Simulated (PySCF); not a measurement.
# C₇H₁₄: magnetic properties

Wanted: magnetic properties for C₇H₁₄ (`C[C@@H]1CCC[C@H]1C`).

Programs: PySCF 2.14.0, with routines of our own; each step states its level. All values are computed. Atoms count from 0.

## Step 1: The starting structure

21 atoms, charge 0, multiplicity 1; geometry from: GFN2-xTB.

## Step 2: Magnetic properties: GIAO CAM-B3LYP/pcSseg-1

What the job is given:

```
{"job": {"kind": "mag", "xc": "CAM-B3LYP", "basis": "pcSseg-1", "isotopologues": 2}, "charge": 0, "multiplicity": 1}
C      0.882273     1.952453     0.003424
C      0.168646     0.685368    -0.446502
C     -1.364424     0.826145    -0.430032
C     -1.923981    -0.532826     0.029122
C     -0.713641    -1.464817     0.113822
C      0.449819    -0.531026     0.448073
C      1.814844    -1.161641     0.217036
H      0.613700     2.197950     1.029267
H      0.608161     2.790250    -0.634305
H      1.961226     1.824945    -0.048257
H      0.495012     0.441128    -1.463198
H     -1.739298     1.101165    -1.415465
H     -1.659378     1.613429     0.264385
H     -2.679559    -0.915212    -0.656174
H     -2.387024    -0.435248     1.011862
H     -0.530566    -1.935330    -0.854408
H     -0.846662    -2.251821     0.855332
H      0.370081    -0.223096     1.496492
H      1.941013    -2.036821     0.851151
H      1.921110    -1.471819    -0.821079
H      2.609725    -0.456233     0.448982
```

Level: GIAO CAM-B3LYP/pcSseg-1 magnetisability, rotational g tensor and spin-rotation constants, non-relativistic, gas phase.

Launch:

```sh
> OMP_NUM_THREADS=1 python excited_run.py task.json out
```

One launch serves the whole session: the jobs run in the order shown.

Standard output:

```text
coarse grid: 16288 points
cycle   1  E = -274.8826496704  dE =  9.359e-01  |g| = 3.513e-01  |ddm| = 3.868e+00
cycle   2  E = -274.8966407331  dE = -1.399e-02  |g| = 2.888e-01  |ddm| = 5.488e-01
cycle   3  E = -274.9176903278  dE = -2.105e-02  |g| = 3.306e-02  |ddm| = 2.755e-01
cycle   4  E = -274.9179150767  dE = -2.247e-04  |g| = 1.703e-02  |ddm| = 4.535e-02
cycle   5  E = -274.9179802077  dE = -6.513e-05  |g| = 2.285e-03  |ddm| = 1.563e-02
cycle   6  E = -274.9179814639  dE = -1.256e-06  |g| = 2.259e-04  |ddm| = 2.191e-03
final grid: 153664 points
cycle   7  E = -274.9803337747  dE = -4.541e-05  |g| = 4.919e-03  |ddm| = 2.274e-02
cycle   8  E = -274.9803349150  dE = -1.140e-06  |g| = 4.517e-03  |ddm| = 8.382e-03
cycle   9  E = -274.9803400179  dE = -5.103e-06  |g| = 2.863e-04  |ddm| = 3.996e-03
cycle  10  E = -274.9803400318  dE = -1.381e-08  |g| = 1.837e-04  |ddm| = 4.746e-04
cycle  11  E = -274.9803400395  dE = -7.767e-09  |g| = 1.610e-05  |ddm| = 1.548e-04
cycle  12  E = -274.9803400396  dE = -7.662e-11  |g| = 2.771e-06  |ddm| = 2.700e-05
converged SCF energy = -274.9803400396

Magnetisability tensor (1e-30 J/T^2)
    -1415.20       -3.74       16.24
       -3.74    -1406.30       -4.85
       16.24       -4.85    -1366.08
isotropic -1395.86   principal values   -1420.43  -1406.66  -1360.48
isotropic susceptibility -84.061 1e-6 cm^3/mol

Inertial axes            a          b          c
rot. const./GHz      3.1004     2.7855     1.6189
chi total           -85.160    -84.406    -82.616
chi diamagnetic    -531.724   -576.882   -907.419
chi paramagnetic    446.564    492.477    824.803
quadrupole/D A       -1.043     -0.771      1.814
g nuclear            0.6525     0.6451     0.6252
g electronic        -0.6504    -0.6445    -0.6273
g total              0.0020     0.0006    -0.0022

Spin-rotation constants (kHz, H = +C I.J)
atom  isotope        aa         bb         cc
  7     1H       -0.348     -0.320      0.029
  8     1H       -0.338      0.003     -0.141
  9     1H        0.039     -0.271     -0.177
 10     1H       -0.356     -0.298      0.044
 11     1H       -0.293     -0.209     -0.016
 12     1H       -0.340     -0.151     -0.047
 13     1H       -0.055     -0.307     -0.093
 14     1H       -0.273     -0.320      0.027
 15     1H       -0.355     -0.280      0.031
 16     1H       -0.318     -0.051     -0.104
 17     1H       -0.360     -0.312      0.050
 18     1H       -0.343      0.007     -0.140
 19     1H       -0.352     -0.318      0.030
 20     1H       -0.018     -0.228     -0.171
  0    13C*       0.443      0.447      0.231
  1    13C*       0.613      0.466      0.322
  2    13C*       0.427      0.460      0.347
  3    13C*       0.454      0.385      0.296
* in the singly substituted isotopologue

Isotopologues: g along a, b, c
2H    at 7,8,9,10,11,12     0.0016     0.0005    -0.0017
13C   at 0                  0.0021     0.0006    -0.0021
```

It took 43 s on 1 thread of Arm Neoverse V2, shared host; peak memory 0.92 GiB.

In short:

```tsv
quantity	value
magnetisability	-1396·10⁻³⁰ J/T²
molar susceptibility	-84.1·10⁻⁶ cm³/mol
rotational g (a, b, c)	0.0020, 0.0006, -0.0022
```

Orbitals, density, ELF and potential are computed afterwards from the orbital file.

Frontier orbitals at CAM-B3LYP/pcSseg-1, with the share of their density that lies nearest to each atom:

```tsv
orbital	energy (eV)	lies on
HOMO	-9.89	C1, C5 about 20 % each; H8, H11, H18 about 7 % each; C2, C4 about 6 % each
LUMO	2.31	4 H atoms about 8 % each; 4 H atoms about 7 % each
```

ELF in a plane through or near 9 of the atoms.

Ten even steps from ' ' (0.00) to '@' (1.00):
```
                                                        
                                                        
                                                        
                                ..====::                
                  ..::::..    ..++%%@@**..              
                  --**++--..  ::**@@@@##::              
                  ==****++--  ::++****++--::..          
          ::::..::++::##::##++####--==%%@@@@%%::        
        ++%%@@%%**%%@@++**%%--++%%**##@@@@@@@@--        
      ..**@@@@@@--::**....++%%##++....**%%%%++          
        --######++**%%--::++##%%**                      
            ....==##..--%%##--++##==**@@%%**..          
                ::++--::******@@##==@@@@@@@@%%          
                ::++##**--  ::**--..##@@@@@@++          
                  ::==::    ++@@@@@@**::::::            
                            ##@@@@@@##..                
                            ==@@@@@@++                  
                              ......                    
                                                        
                                                        
```
The map spans 10.9 Å across and 10.6 Å up, centred on the molecule. Atoms in the plane (x, y in Å): C0 (1.2, -1.8), C1 (0.3, -0.7), C2 (-1.2, -1.1), C3 (-2.0, 0.2), C4 (-1.0, 1.3), C6 (1.6, 1.5), H8 (1.1, -2.7), H9 (2.2, -1.5), H20 (2.5, 0.9).

On the surface of density 0.002 e/bohr³ the electrostatic potential runs, from the 1st to the 99th percentile, from -0.11 to 0.44 V.

## Step 3: Magnetic properties: common gauge origin wB97X/STO-3G

The job, as its differences from that of step 2:

```diff
@@ -1,2 +1,2 @@
-{"job": {"kind": "mag", "xc": "CAM-B3LYP", "basis": "pcSseg-1", "isotopologues": 2}, "charge": 0, "multiplicity": 1}
+{"job": {"kind": "mag", "xc": "wB97X", "basis": "STO-3G", "gauge": [0, 0, 0]}, "charge": 0, "multiplicity": 1}
 C      0.882273     1.952453     0.003424
```

Method: common gauge origin wB97X/STO-3G magnetisability, rotational g tensor and spin-rotation constants, non-relativistic, gas phase.

Standard output:

```text
coarse grid: 16288 points
cycle   1  E = -271.9411419365  dE =  1.144e+00  |g| = 1.481e-01  |ddm| = 5.397e+00
cycle   2  E = -271.9506747458  dE = -9.533e-03  |g| = 3.617e-02  |ddm| = 3.142e-01
cycle   3  E = -271.9512213437  dE = -5.466e-04  |g| = 1.296e-02  |ddm| = 7.708e-02
cycle   4  E = -271.9512769355  dE = -5.559e-05  |g| = 4.129e-04  |ddm| = 2.144e-02
cycle   5  E = -271.9512769910  dE = -5.544e-08  |g| = 1.679e-04  |ddm| = 7.820e-04
final grid: 153664 points
cycle   6  E = -271.9197910371  dE = -8.732e-05  |g| = 2.600e-03  |ddm| = 2.440e-02
cycle   7  E = -271.9197938400  dE = -2.803e-06  |g| = 5.944e-04  |ddm| = 5.058e-03
cycle   8  E = -271.9197939945  dE = -1.545e-07  |g| = 2.156e-04  |ddm| = 1.334e-03
cycle   9  E = -271.9197940095  dE = -1.498e-08  |g| = 1.018e-05  |ddm| = 3.367e-04
cycle  10  E = -271.9197940096  dE = -3.183e-11  |g| = 3.475e-06  |ddm| = 1.766e-05
converged SCF energy = -271.9197940096

Magnetisability tensor (1e-30 J/T^2)
    -6846.70      164.87      441.04
      164.87    -7390.44     -639.11
      441.04     -639.11   -11520.31
isotropic -8585.81   principal values  -11661.06  -7312.10  -6784.28
isotropic susceptibility -517.050 1e-6 cm^3/mol

Inertial axes            a          b          c
rot. const./GHz      3.1004     2.7855     1.6189
chi total          -408.569   -440.346   -702.234
chi diamagnetic    -524.466   -569.630   -899.718
chi paramagnetic    115.897    129.284    197.483
quadrupole/D A       -0.797     -0.512      1.309
g nuclear            0.6525     0.6451     0.6252
g electronic        -0.1688    -0.1692    -0.1502
g total              0.4837     0.4759     0.4750

Spin-rotation constants (kHz, H = +C I.J)
atom  isotope        aa         bb         cc
  7     1H       -0.147     -0.652     -0.355
  8     1H        1.389     -0.700      0.549
  9     1H       -1.206      0.934      0.064
 10     1H       -1.053     -0.788     -1.053
 11     1H        0.147     -0.183      0.046
 12     1H        0.043     -0.904     -0.125
 13     1H       -0.792      1.288      0.598
 14     1H       -0.751      0.441     -0.008
 15     1H       -0.238     -1.012     -0.423
 16     1H        0.684     -0.546      0.216
 17     1H       -1.086     -0.944     -1.097
 18     1H        1.171     -0.470      0.526
 19     1H       -0.236     -0.514     -0.246
 20     1H       -1.475      1.156      0.052
  0    13C*       0.296      0.277      0.133
  1    13C*      -0.009     -0.052     -0.187
  2    13C*       0.192      0.128      0.021
  3    13C*       0.099      0.347      0.086
* in the singly substituted isotopologue
```

Wall time 2.5 s (1 thread of Arm Neoverse V2, shared host).

The run ended normally, but its values are not to be used for the molecule: a common gauge origin replaces GIAOs, so the magnetic properties depend on where the origin lies; the basis STO-3G is minimal.

## Step 4: Summary of results

| quantity | value |
| --- | --- |
| magnetisability (step 2, GIAO CAM-B3LYP/pcSseg-1) | -1396·10⁻³⁰ J/T² |
| molar susceptibility (step 2, GIAO CAM-B3LYP/pcSseg-1) | -84.1·10⁻⁶ cm³/mol |
| rotational g (a, b, c) (step 2, GIAO CAM-B3LYP/pcSseg-1) | 0.0020, 0.0006, -0.0022 |
| surface potential, 1st and 99th percentile | -0.11 V and 0.44 V |
| runs | 0 failed, 1 ended on unsound input |

The values above hold for this geometry and these levels alone. Vibrational averaging and real surroundings are missing from these values.
